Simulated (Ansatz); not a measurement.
## B₂FH₄N, SMILES BNBF: an atomisation energy, step by step

Computed with the Ansatz DFT code, driven from Python.

The script reads `b2fh4n.xyz`:
```text
8

B     1.21080   -0.12790   -0.03290
N    -0.01720    0.12490    0.83270
B    -1.21050    0.29570   -0.09810
F    -1.45060    1.57880   -0.71840
H     1.64770    0.73520   -0.71290
H     1.71010   -1.19930   -0.06260
H    -0.18870   -0.74640    1.38340
H    -1.70150   -0.66090   -0.59130
```

Notebook, run cell by cell (the value of a cell's last expression is shown):

```python
from collections import Counter

import ansatz as az


def single_point(molecule, charge=0, unpaired=0):
    calc = molecule.calculation().basis(gaussian='6-31G*').functional('r2scan', dispersion='d4')
    if charge:
        calc = calc.charge(charge)
    if unpaired:
        calc = calc.spin('collinear', total=unpaired)
    return calc.run().report['free_energy_ev']
```

```python
mol = az.Crystal.molecule_from_extxyz('b2fh4n.xyz')
```

```python
# unpaired electrons of the ground-state atoms
unpaired = {'B': 1, 'N': 3, 'F': 1, 'H': 1}
counts = Counter(site.symbol for site in mol.cartesian_sites)
atom_energy = {s: single_point(az.Crystal.molecule().atom(s, (0, 0, 0)), 0, unpaired[s]) for s in counts}
whole = single_point(mol, 0, 0)
for s, e in atom_energy.items():
    print(f'{s:2s} x{counts[s]}  {e:14.5f} eV')
print(f'B2FH4N: {whole:.5f} eV')
split = sum(counts[s] * e for s, e in atom_energy.items()) - whole
print(f'atomisation energy (no zero-point term): {96.485332 * split:.1f} kJ/mol, {split / sum(counts.values()):.3f} eV an atom')
```

    B  x2      -670.13826 eV
    N  x1     -1484.70037 eV
    F  x1     -2712.28292 eV
    H  x4       -13.55744 eV
    B2FH4N: -5623.03161 eV
    atomisation energy (no zero-point term): 3043.3 kJ/mol, 3.943 eV an atom

3043.3 kJ/mol from the electronic energies, without the zero-point term.

Caveats:
- Total energies depend on the basis set; only differences at equal settings carry meaning.
- The geometry is a force-field or estimated start, not a minimum of this method, and the basis set is short of its limit. All parts are taken at fixed geometry, without zero-point energy.
- It ran for 4.8 s on 1 thread of Arm Neoverse V2, with other jobs on the host, peak memory 0.17 GiB.

(Lines on the test bed's own set-up are left out of the output.)
